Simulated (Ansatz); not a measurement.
**CsC in Ansatz: convergence with xc grid**

CsC:

```
Cs C
1.0
     3.92918    0.00000    0.00000
    -1.96459    3.40277    0.00000
     0.00000    0.00000    5.82433
Cs C
1 1
Direct
  0.00000 0.00000 0.00000
  0.00000 0.00000 0.50000
```

The cell was built by a generator and needn't be a form met in nature.

- Program: Ansatz 0.2.0
- Task: convergence study
- Functional: PBEsol
- Potentials or basis: Ansatz PAW
- Cutoff: 420 eV (not typed: the program's choice for these potentials)
- k mesh: 7 × 7 × 4
- Occupations: cold, width 0.05 eV
- Spin: no spin polarisation

These are the settings of the first run; the series varies xc grid, with any setting tied to it.

Hardware: 2 threads of Arm Neoverse V2, on a shared host.

| xc grid | energy less the tightest run, at zero smearing (meV/atom) | SCF cycles | CPU time (s) | peak memory (GiB) |
| --- | --- | --- | --- | --- |
| 1 | 0.00 | 7 | 1.6 | 0.31 |
| 2 | 0.00 | 7 | 1.6 | 0.31 |
| 3 | 0.00 | 7 | 1.7 | 0.33 |
| 4 | 0.00 | 7 | 1.9 | 0.38 |
| 5 | 0.00 | 7 | 2.1 | 0.46 |

Against the tightest run, the energy stays within 1 meV/atom from 1 on. The tightest run that finished is the yardstick and may itself not be fully converged.

 Spin-orbit coupling is left out, which matters for the levels of Cs.
